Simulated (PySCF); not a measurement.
# C₄H₃FO₃Si: electronic excitations

What electronic excitations should C₄H₃FO₃Si (`O=C1C=C([SiH2]F)C(=O)O1`) show?

Computed with PySCF 2.14.0, with density-fitted response routines of our own, on a single molecule in the gas phase. Atoms are numbered from 0 throughout.

### 1 The molecule as given

12 atoms, charge 0, multiplicity 1; geometry from: GFN2-xTB.

Bonds of the start (Å): O0–C1 1.19, C1–C2 1.49, C2–C3 1.34, C3–Si4 1.88, Si4–F5 1.61, C3–C6 1.49, C6–O7 1.19, C6–O8 1.37, O8–C1 1.38, C2–H9 1.07, Si4–H10 1.45, Si4–H11 1.45.

### 2 Ultraviolet spectrum: PBE0/def2-SVPD

Job settings and geometry (Å):

```
{"job": {"kind": "uv", "xc": "PBE0", "basis": "def2-SVPD", "nstates": 8, "ntriplets": 3}, "charge": 0, "multiplicity": 1}
O      3.180884    -0.945087     0.281675
C      2.124623    -0.445463     0.059921
C      0.764082    -0.853615     0.499462
C     -0.124795     0.012032     0.004420
Si    -1.999173     0.142632     0.129187
F     -2.417338    -1.111964     1.043782
C      0.647913     1.014832    -0.776284
O      0.231400     1.956908    -1.376662
O      1.974741     0.689598    -0.706078
H      0.599238    -1.717177     1.115099
H     -2.373337     1.333164     0.869559
H     -2.607039    -0.076548    -1.170107
```

With the program's defaults for keys left out, this is: TDDFT PBE0/def2-SVPD, vertical, gas phase, core orbitals frozen in the response.

Launch:

```
$ OMP_NUM_THREADS=1 python probes_run.py task.json out
```

This one command runs all jobs of the session in turn.

Predict these results of the whole session: lowest singlet (PBE0/def2-SVPD); brightest single state of those computed; lowest triplet; surface potential, 1st and 99th percentile.

**Answer**, as computed:

| quantity | value |
| --- | --- |
| lowest singlet (PBE0/def2-SVPD) | 3.67 eV (338 nm), f = 0.000 |
| brightest single state of those computed | state 5, 5.98 eV, f = 0.294 |
| lowest triplet | 3.25 eV |
| surface potential, 1st and 99th percentile | -1.18 V and 1.78 V |

What this shows: The lowest singlet, at 3.67 eV, is HOMO→LUMO 0.98 and is dark; of the 8 states computed, the strongest absorption comes from state 5 at 5.98 eV. The lowest triplet lies 0.42 eV below the lowest singlet (triplets in Tamm-Dancoff, singlets in full TDDFT). At PBE0/def2-SVPD, counted by nearest atom on the grid, the HOMO lies on O0, O7 about 34 % each; O8 9 %, the LUMO on C2, C3 about 21 % each; O0, O7 about 13 % each.
